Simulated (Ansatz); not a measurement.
# CH7N3Si: the cost of one run

Method: RKS B3LYP-D4/def2-SVP, in Ansatz 0.2.0.

### 1 The system as given

Bond lengths: N1–C2 1.366 Å, C2–N3 1.400 Å, C2–N4 1.420 Å, C2–Si5 1.879 Å, N4–Si5 1.748 Å, N1–H6 1.028 Å, N1–H7 1.045 Å, N3–H8 1.035 Å, N3–H9 1.013 Å, N4–H10 1.032 Å, Si5–H11 1.468 Å, Si5–H12 1.493 Å. Angles (14 of 21 angles, heavy atoms first): N1–C2–N3 109.6°, N1–C2–N4 111.7°, N1–C2–Si5 124.1°, N3–C2–N4 107.4°, N3–C2–Si5 125.5°, N4–C2–Si5 62.2°, C2–N4–Si5 71.9°, C2–Si5–N4 45.9°, C2–N1–H6 113.6°, C2–N1–H7 110.3°, C2–N3–H8 113.3°, C2–N3–H9 110.3°, C2–N4–H10 104.8°, Si5–N4–H10 100.8°.

Coordinates:

```xyz
12

N    -0.6265    1.3988   -0.2036
C    -0.0484    0.2366    0.2227
N     1.1248    0.5263    0.9301
N     0.3095   -0.6018   -0.8656
Si   -0.8669   -1.4513    0.1087
H    -0.0003    1.9867   -0.7678
H    -0.8038    2.0336    0.6074
H     1.5099   -0.2900    1.4368
H     1.8947    0.6753    0.2890
H    -0.2815   -0.2828   -1.6491
H    -2.0322   -1.6858   -0.7532
H    -0.1024   -2.6008    0.6785
```

### 2 End point A

input.yaml

```yaml
crystal:
  periodic: [false, false, false]
  atoms:
    - { symbol: "N", position_ang: [-0.6265, 1.3988, -0.2036] }
    - { symbol: C, position_ang: [-0.0484, 0.2366, 0.2227] }
    - { symbol: "N", position_ang: [1.1248, 0.5263, 0.9301] }
    - { symbol: "N", position_ang: [0.3095, -0.6018, -0.8656] }
    - { symbol: Si, position_ang: [-0.8669, -1.4513, 0.1087] }
    - { symbol: H, position_ang: [-0.0003, 1.9867, -0.7678] }
    - { symbol: H, position_ang: [-0.8038, 2.0336, 0.6074] }
    - { symbol: H, position_ang: [1.5099, -0.29, 1.4368] }
    - { symbol: H, position_ang: [1.8947, 0.6753, 0.289] }
    - { symbol: H, position_ang: [-0.2815, -0.2828, -1.6491] }
    - { symbol: H, position_ang: [-2.0322, -1.6858, -0.7532] }
    - { symbol: H, position_ang: [-0.1024, -2.6008, 0.6785] }
basis:
  gaussian: { orbitals: def2-SVP }
hamiltonian:
  xc: b3lyp
  dispersion: d4
relax:
  f_tol: 0.015
  max_steps: 40
```

The run is started by

```console
> ansatz run input.yaml --threads 2 --pin off --max-ram 3072MiB --backend cpu --events-out ev --progress --plain --runs-dir out
```

Q: Estimate wall time and peak memory on 2 threads of Arm Neoverse N1, shared host.

About 68 s, with a peak of 0.24 GiB.
